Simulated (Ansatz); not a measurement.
# NBrO (nitrosyl bromide): MP2/STO-3G

What is the vertical singlet–triplet gap of NBrO (nitrosyl bromide) at MP2/STO-3G? 

Program for the calculation: Ansatz 0.2.0.

69 further runs of the same task are left out: 10 that didn't finish, 59 set aside as unsound or not needed.

## (1) The molecule

NBrO: 3 atoms, total charge 0, spin state singlet. SMILES: `O=NBr`. The shape is that of a PBE0-D4/def2-TZVP optimisation.

Bond lengths: O1–N2 1.126 Å, N2–Br3 2.117 Å. Angles: O1–N2–Br3 114.9°.

## (2) A single-point energy at MP2/STO-3G

run.yaml reads:

```yaml
crystal:
  periodic: [false, false, false]
  atoms:
    - symbol: O
      position_ang: [0.941780, -0.646800, 0.448530]
    - symbol: N
      position_ang: [-0.044940, -0.636480, -0.092930]
    - symbol: Br
      position_ang: [-0.896840, 1.283280, -0.355590]
basis:
  gaussian: {orbitals: STO-3G}
correlation: {method: mp2, frozen_orbitals: {Br: 9, "N": 1, O: 1}}
accuracy: high
```

The run is started by

```console
ansatz run run.yaml --threads 1 --pin off --max-ram 3480MiB --events-out events.jsonl --progress --plain --runs-dir runs
```

What it wrote:

```text
Warning: RAYON_NUM_THREADS=1 ignored (pool sized by the plan → 1); use --threads N
Functional definition: HF
  name "HF"
  exchange = exact_x
  correlation = 0
394 factors; integrals over basis functions are off by at most 4.4e-8 eV
mean field evaluation 1: about -72709.4901 eV, gradient 1.9e1 eV
mean field evaluation 2: about -72709.5989 eV, gradient 1.9e1 eV
mean field evaluation 4: about -72712.5937 eV, gradient 2.6e0 eV
mean field evaluation 8: about -72712.7034 eV, gradient 1.7e-1 eV
mean field -72712.70360071 eV, -2672.1425708852 hartree, gradient 2.8e-8 eV, S^2 0.000000; 0 other end points of the search recorded, 0 dependent functions left out; unrestricted orbitals would lower it
mean field evaluation 16: about -72712.5259 eV, gradient 1.7e1 eV
11 core orbitals not correlated: weight in the atoms' cores, before any rotation towards them, 1.000 or more for the frozen orbitals, at most 0.000 for the correlated occupied ones
reference -72712.70360071 eV, -2672.1425708852 hartree; 14, 14 occupied and 3, 3 virtual orbitals, 394 factors
second order -4.02268279 eV of doubles, -0.00000000 eV of singles
Total energy: -72716.72628350 eV, -2672.2904017512 hartree
```

It took 0.32 s on 1 thread of Intel Xeon Platinum 8375C at 2.90GHz (Ice Lake), shared host.

## (3) The triplet

input.yaml reads:

```yaml
crystal:
  periodic: [false, false, false]
  atoms:
    - symbol: O
      position_ang: [0.941780, -0.646800, 0.448530]
    - symbol: "N"
      position_ang: [-0.044940, -0.636480, -0.092930]
    - symbol: Br
      position_ang: [-0.896840, 1.283280, -0.355590]
basis:
  gaussian:
    orbitals: STO-3G
correlation:
  method: mp2
  frozen_orbitals: {Br: 9, "N": 1, O: 1}
magnetization:
  spin_polarized: true
  initial_magnetization: 2
accuracy: high
```

The run is started by

```console
ansatz run input.yaml --threads 1 --pin off --max-ram 3480MiB --events-out events.jsonl --progress --plain --runs-dir runs
```

What it wrote (excerpt; [...] marks lines left out):

```text
Warning: RAYON_NUM_THREADS=1 ignored (pool sized by the plan → 1); use --threads N
[... 2 set-up lines as earlier in the session ...]
[...]
394 factors; integrals over basis functions are off by at most 4.4e-8 eV
[...]
mean field -72712.48708803 eV, -2672.1346141912 hartree, gradient 2.8e-8 eV, S^2 2.096491; 11 other end points of the search recorded, 0 dependent functions left out
11 core orbitals not correlated: weight in the atoms' cores, before any rotation towards them, 1.000 or more for the frozen orbitals, at most 0.000 for the correlated occupied ones
reference -72712.48708803 eV, -2672.1346141912 hartree; 15, 13 occupied and 2, 4 virtual orbitals, 394 factors
second order -2.56020168 eV of doubles, -0.00000000 eV of singles
Total energy: -72715.04728971 eV, -2672.2286998677 hartree
```

It took 2 s on 1 thread of Intel Xeon Platinum 8375C at 2.90GHz (Ice Lake), shared host.

## (4) Summary of results

At MP2/STO-3G, 11 core orbitals frozen:

| quantity | value |
| --- | --- |
| singlet: total energy | -2672.29040 Eh |
| singlet: correlation energy (11 core orbitals frozen) | -147.8 mEh |
| triplet: total energy | -2672.22870 Eh |
| triplet: correlation energy (11 core orbitals frozen) | -94.1 mEh |
| triplet: ⟨S²⟩ of the reference determinant | 2.096 |
| vertical energy of the triplet above the singlet | 1.679 eV |

**Reading.** At this shape the triplet lies 1.68 eV (39 kcal/mol) above the singlet. In a minimal basis such a difference can be off by several eV, whatever the method. The restricted solution (singlet) is unstable to spin breaking: an unrestricted one lies lower.
